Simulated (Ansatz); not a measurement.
# C2H10NO4Ta: how energies converge with the basis set

One table from this session's results is given with a row withheld; the runs are named, their logs left out.

The runs use Ansatz 0.2.0, Gaussian basis; one geometry, several basis sets.

Levels to be run: PBE0-D4/def2-SVP; ωB97M-V/def2-SVP; PBE0-D4/def2-QZVPP; ωB97M-V/def2-QZVPP; the functionals' def2-TZVPP values are taken from earlier runs.

### The relaxed structure

All runs share one geometry, relaxed beforehand with PBE0-D4 in a triple-zeta def2 set. Ta takes the def2 core potential; no spin-orbit term is included.

SMILES `C[N](C)[Ta]([OH])([OH])([OH])[OH]`, 18 atoms, charge 0, spin multiplicity 1.

Atoms are counted from 1 here; the program's logs count them from 0.

Bond lengths: C1–N2 1.446 Å, C1–H9 1.098 Å, C1–H10 1.098 Å, C1–H11 1.090 Å, N2–C3 1.446 Å, N2–Ta4 1.965 Å, C3–H12 1.090 Å, C3–H13 1.098 Å, C3–H14 1.098 Å, Ta4–O5 1.932 Å, Ta4–O6 1.932 Å, Ta4–O7 1.946 Å, Ta4–O8 1.947 Å, O5–H15 0.956 Å, O6–H16 0.956 Å, O7–H17 0.960 Å, O8–H18 0.960 Å. Angles: N2–C1–H9 110.9°, N2–C1–H10 110.8°, N2–C1–H11 110.8°, H9–C1–H10 107.9°, H9–C1–H11 108.4°, H10–C1–H11 107.9°, C1–N2–C3 113.1°, C1–N2–Ta4 123.4°, C3–N2–Ta4 123.5°, N2–C3–H12 110.8°, N2–C3–H13 110.8°, N2–C3–H14 110.9°, H12–C3–H13 107.9°, H12–C3–H14 108.4°, H13–C3–H14 107.9°, N2–Ta4–O5 98.0°, N2–Ta4–O6 98.0°, N2–Ta4–O7 113.5° and more.

Coordinates:

| atom | x (Å) | y (Å) | z (Å) |
| --- | --- | --- | --- |
| C1 | 1.62959 | 0.17050 | -1.25129 |
| N2 | 0.78364 | -0.33885 | -0.19480 |
| C3 | 1.36481 | -1.46402 | 0.50343 |
| Ta4 | -0.97397 | 0.42144 | 0.24722 |
| O5 | -1.51931 | 0.89963 | -1.54329 |
| O6 | -0.91200 | 0.15106 | 2.15944 |
| O7 | -0.93268 | 2.34288 | 0.55570 |
| O8 | -2.40277 | -0.90032 | 0.28999 |
| H9 | 2.58694 | 0.52680 | -0.84904 |
| H10 | 1.84405 | -0.61283 | -1.99031 |
| H11 | 1.14567 | 0.99766 | -1.77077 |
| H12 | 0.71069 | -1.80133 | 1.30751 |
| H13 | 2.33123 | -1.19024 | 0.94711 |
| H14 | 1.53363 | -2.30512 | -0.18162 |
| H15 | -1.90427 | 1.71195 | -1.87000 |
| H16 | -1.57420 | -0.21721 | 2.74313 |
| H17 | -0.83993 | 2.62582 | 1.46802 |
| H18 | -2.90870 | -1.00660 | -0.51853 |

Set-up of the first run:

File in.yaml:

```yaml
crystal:
  periodic: [false, false, false]
  atoms:
    - {symbol: C, position_ang: [1.629592, 0.170495, -1.251287]}
    - {symbol: N, position_ang: [0.783644, -0.338854, -0.194801]}
    - {symbol: C, position_ang: [1.364811, -1.464019, 0.503430]}
    - {symbol: Ta, position_ang: [-0.973972, 0.421438, 0.247221]}
    - {symbol: O, position_ang: [-1.519315, 0.899633, -1.543290]}
    - {symbol: O, position_ang: [-0.912000, 0.151057, 2.159437]}
    - {symbol: O, position_ang: [-0.932685, 2.342883, 0.555700]}
    - {symbol: O, position_ang: [-2.402772, -0.900324, 0.289988]}
    - {symbol: H, position_ang: [2.586939, 0.526797, -0.849041]}
    - {symbol: H, position_ang: [1.844052, -0.612833, -1.990309]}
    - {symbol: H, position_ang: [1.145666, 0.997657, -1.770774]}
    - {symbol: H, position_ang: [0.710686, -1.801328, 1.307513]}
    - {symbol: H, position_ang: [2.331226, -1.190244, 0.947111]}
    - {symbol: H, position_ang: [1.533634, -2.305119, -0.181617]}
    - {symbol: H, position_ang: [-1.904271, 1.711951, -1.870003]}
    - {symbol: H, position_ang: [-1.574204, -0.217214, 2.743134]}
    - {symbol: H, position_ang: [-0.839929, 2.625822, 1.468023]}
    - {symbol: H, position_ang: [-2.908704, -1.006596, -0.518534]}
basis:
  gaussian: {orbitals: def2-SVP}
hamiltonian: {xc: pbe0, dispersion: d4}
output: {orbitals: {seedname: orbitals}}
```

Run with:

```
> ansatz run in.yaml --threads 4 --pin off --events-out ev --progress --plain --max-ram 66560MiB --backend cpu
```

Steps of the session up to this table: PBE0-D4 in def2-SVP; ωB97M-V in def2-SVP; PBE0-D4 in def2-QZVPP; ωB97M-V in def2-QZVPP.

One table of the session follows, with a row left open; its other results are not shown here.

It belongs to the step «Functionals by basis». 

| functional | basis | HOMO (eV) |
| --- | --- | --- |
| PBE0-D4 | def2-SVP | -6.55 |
| PBE0-D4 | def2-TZVPP | -6.68 |
| PBE0-D4 | def2-QZVPP | -6.72 |
| ωB97M-V | def2-SVP | ? |
| ωB97M-V | def2-TZVPP | -8.95 |
| ωB97M-V | def2-QZVPP | -9.00 |

Estimate the missing values for ωB97M-V, def2-SVP.

**Answer.** HOMO (eV): -8.82. In the column «HOMO (eV)» it lies between ωB97M-V, def2-TZVPP (-8.95) and PBE0-D4, def2-QZVPP (-6.72).
